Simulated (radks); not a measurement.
# Zr³³⁺ in [He] 2s2 2p3: an all-electron calculation

One table from this session's results is given with a row withheld; the runs are named, their logs left out.

The numbers are computed with radks (a radial shooting solver on a logarithmic mesh, Libxc functionals) version 1 (scalar-relativistic Kohn-Sham, r2SCAN, spin-polarised, spherical densities, finite nucleus; open shells are filled with parallel spins first), except any that are marked as measured or tabulated.

**Starting point**

```
element            : zirconium (Z = 40)
charge             : +33
electrons          : 7
configuration      : [He] 2s2 2p3
nuclear rms radius : 4.2694 fm
```

The outer shells:

Zr³³⁺
```
[He] core
2s [↑↓]
2p [↑ ][↑ ][↑ ]
```

Set-up of the first run:

Settings of this run:

```text
Z 40
configuration [He] 2s2 2p3 3s0 3p0 3d0
relativity scalar-relativistic
functional r2scan,r2scan
spin polarised
nucleus finite rms 4.2694 fm
c 137.035999084
```

One table of the session follows, with a row left open; its other results are not shown here.

It belongs to the step «Shells». Radial moments (bohr):

```
  level      <r>  outermost maximum (interpolated)  90 % within  nodes
  1s up  0.03699                            0.0241       0.0662      0
1s down  0.03691                            0.0241       0.0660      0
  2s up   0.1548                             0.133        0.237      1
2s down   0.1558                             0.134        0.239      1
  2p up   0.1334                             0.105        0.215      0
2p down   0.1346                             0.106        0.217      0
  3s up   0.3665                             0.350        0.531      2
3s down        ?                                 ?            ?      ?
  3p up   0.3496                             0.331        0.517      1
3p down   0.3467                             0.329        0.514      1
  3d up   0.3004                             0.253        0.456      0
3d down   0.2991                             0.255        0.452      0
```

**Question.** Estimate the row for 3s down.

The run gave: <r>: 0.3635; outermost maximum (interpolated): 0.347; 90 % within: 0.528; nodes: 2. In the column «<r>» it lies between 3p up (0.3496) and 3s up (0.3665).

Caveats from the session: Open shells are spherical and high-spin; term and fine-structure splittings are not resolved.
